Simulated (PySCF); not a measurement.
# C2H7NOSi: the cost of one run

Programs: PySCF 2.14.0, with density-fitted response routines of our own. Each step states its level of theory. These are calculated values for one molecule in the gas phase, unless marked as measured. Atoms count from 0, in the outputs and in this text.

## (1) Starting geometry

12 atoms, charge 0, multiplicity 1; geometry from: GFN2-xTB. The atoms were then displaced at random by about 0.01 Å, so the start is not that level's minimum.

Bonds of the start (Å): C0–C1 1.51, C1–N2 1.26, N2–Si3 1.67, Si3–O4 1.64, C0–H5 1.10, C0–H6 1.06, C0–H7 1.10, C1–H8 1.12, Si3–H9 1.47, Si3–H10 1.48, O4–H11 0.94.

## (2) Optimising the geometry at PBE0-D3(BJ)/def2-SVP

The job: settings as JSON, then the geometry in Å.

```
{"job": {"xc": "PBE0", "basis": "def2-SVP", "d3": "d3bj", "grid": 1, "shake": 0.01, "kind": "geom"}, "charge": 0, "multiplicity": 1}
C      2.222910    -0.058470    -0.176390
C      0.852360    -0.183990     0.442980
N     -0.219270    -0.060220    -0.217480
Si    -1.843300    -0.210210     0.156420
O     -2.624090     1.062340    -0.517490
H      2.745590     0.774160     0.310760
H      2.779630    -0.954480    -0.042470
H      2.125180     0.189230    -1.245990
H      0.876230    -0.393080     1.542370
H     -2.247300    -1.472260    -0.481550
H     -2.318850    -0.129060     1.557690
H     -2.309410     1.407780    -1.337870
```

Run with:

```console
> OMP_NUM_THREADS=1 python probes_run.py task.json out
```

One launch serves the whole session: the jobs run in the order shown.

**Question.** How long does this first job take on 1 thread of Arm Neoverse N1, shared host, and how much memory does it need?

About 86 s, with a peak of 0.45 GiB.
